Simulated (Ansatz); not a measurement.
**BaGe3F2: one candidate of a structure search**

The task: take a trial cell of BaGe3F2 to zero force and stress.

Computed with Ansatz 0.2.0 (DFT PBE, scalar-relativistic, plane waves, PAW, unless a step's input says otherwise).

## Step 1: The structure to begin with

The structure is trigonal, space group R-3m (No. 166). The conventional cell has a = 6.491 Å, b = 6.491 Å, c = 7.950 Å, α = 90.00°, β = 90.00°, γ = 120.00°. Ba (site symmetry -3m) is surrounded by 2 F at 1.99 Å. Ge (site symmetry 2/m) is surrounded by 2 F at 1.99 Å. F (site symmetry 3m) is surrounded by 3 Ge at 1.99 Å and 1 Ba at 1.99 Å.

Structure file:

```
CELL_PARAMETERS angstrom
3.24554 1.87381 2.64997
-3.24554 1.87381 2.64997
0.00000 -3.74762 2.64997
ATOMIC_POSITIONS crystal
Ba 0.00000 0.00000 0.00000
Ge 0.50000 0.50000 0.00000
Ge 0.50000 0.00000 0.50000
Ge 0.00000 0.50000 0.50000
F 0.75000 0.75000 0.75000
F 0.25000 0.25000 0.25000
```

A structure generator made this guess: ordered mixture on the cation sites of cuprite (R-3m, No. 166). Lengths come from tabulated atomic sizes and are only a guess.

## Step 2: Probe: one point on a coarse mesh

input.yaml reads:

```yaml
crystal:
  lattice:
    - [3.24553742, 1.8738119, 2.64997021]
    - [-3.24553742, 1.8738119, 2.64997021]
    - [0.0, -3.7476238, 2.64997021]
  atoms:
    - { symbol: Ba, position: [0.0, 0.0, 0.0] }
    - { symbol: Ge, position: [0.5, 0.5, 0.0] }
    - { symbol: Ge, position: [0.5, 0.0, 0.5] }
    - { symbol: Ge, position: [0.0, 0.5, 0.5] }
    - { symbol: F, position: [0.75, 0.75, 0.75] }
    - { symbol: F, position: [0.25, 0.25, 0.25] }
basis:
  ecutwfc: 420
kpoints:
  mp_grid: { grid: [4, 4, 4] }
hamiltonian:
  xc: pbe
scf:
  occupations: { method: gaussian, width: 0.1 }
  lower_state_search: "off"
output:
  forces: true
  stress: true
  eigenvalues: true
```

Run with:

```console
> ansatz run input.yaml --threads 1 --pin off --max-ram 2048MiB --backend cpu --events-out ev --progress --plain --runs-dir out
```

The session goes on with these runs: rough relaxation on the coarse mesh; relaxation on the finer mesh.

Q: Predict the outcome of this session. Wanted: conventional cell; volume; energy over the elements; gap on the mesh.

**Answer**, as computed:

| quantity | value |
| --- | --- |
| symmetry at the end (tolerance 0.05 Å) | space group R-3m (No. 166) |
| conventional cell | a = 7.752 Å, b = 7.752 Å, c = 7.901 Å, α = 90.00°, β = 90.00°, γ = 120.00° |
| volume | 22.84 Å³/atom |
| energy over the elements (uncorrected; H, N, O, F and Cl as molecules) | -0.92 eV/atom |
| gap on the mesh | none (metal) |

In words: The space group R-3m (No. 166) is kept, and the volume per atom grows by 41.7 % from the first guess. A negative formation energy is needed for stability but isn't enough; other structures and compounds were not set against it here. No finished test with a distortion of lower symmetry is shown, so the end may be a saddle point.
